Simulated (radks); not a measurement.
# Xe in [Xe]: an all-electron calculation

One table from this session's results is given with a row withheld; the runs are named, their logs left out.

Method: Dirac Kohn-Sham, PBE, spin-unpolarised, spherical densities, point nucleus. Code: radks (a radial shooting solver on a logarithmic mesh, Libxc functionals) version 1.

## The system

```
element       : xenon (Z = 54)
charge        : 0
electrons     : 54
configuration : [Xe]
```

The outer shells:

Xe
```
[Kr] core
4d [↑↓][↑↓][↑↓][↑↓][↑↓]
5s [↑↓]
5p [↑↓][↑↓][↑↓]
```

Set-up of the first run:

Settings of this run:

```text
Z 54
configuration [Xe]
relativity Dirac
functional pbe,pbe
spin unpolarised
j_filling average
nucleus point
c 137.035999084
```

Run with:

```bash
$ python run_ks.py task.json out
```

The same process makes all the runs of this session.

One table of the session follows, with a row left open; its other results are not shown here.

It belongs to the step «Orbitals and density». Radial moments (bohr):

| level | <r> | outermost maximum (interpolated) | 90 % within | nodes |
| --- | --- | --- | --- | --- |
| 1s1/2 | 0.02665 | 0.0172 | 0.0480 | 0 |
| 2s1/2 | 0.1142 | 0.0971 | 0.177 | 1 |
| 2p1/2 | 0.09621 | 0.0744 | 0.158 | 0 |
| 2p3/2 | 0.1020 | 0.0793 | 0.166 | 0 |
| 3s1/2 | 0.3061 | 0.279 | 0.450 | 2 |
| 3p1/2 | 0.2962 | 0.266 | 0.445 | 1 |
| 3p3/2 | ? | ? | ? | ? |
| 3d3/2 | 0.2787 | 0.224 | 0.438 | 0 |
| 3d5/2 | 0.2824 | 0.227 | 0.443 | 0 |
| 4s1/2 | 0.7167 | 0.661 | 1.03 | 3 |
| 4p1/2 | 0.7459 | 0.677 | 1.09 | 2 |
| 4p3/2 | 0.7737 | 0.701 | 1.13 | 2 |
| 4d3/2 | 0.8707 | 0.744 | 1.32 | 1 |
| 4d5/2 | 0.8816 | 0.752 | 1.34 | 1 |
| 5s1/2 | 1.863 | 1.63 | 2.72 | 4 |
| 5p1/2 | 2.233 | 1.85 | 3.35 | 3 |
| 5p3/2 | 2.353 | 1.94 | 3.55 | 3 |

Estimate the missing values for 3p3/2.

The run gave: <r>: 0.3078; outermost maximum (interpolated): 0.276; 90 % within: 0.462; nodes: 1. In the column «<r>» it lies between 3s1/2 (0.3061) and 4s1/2 (0.7167).
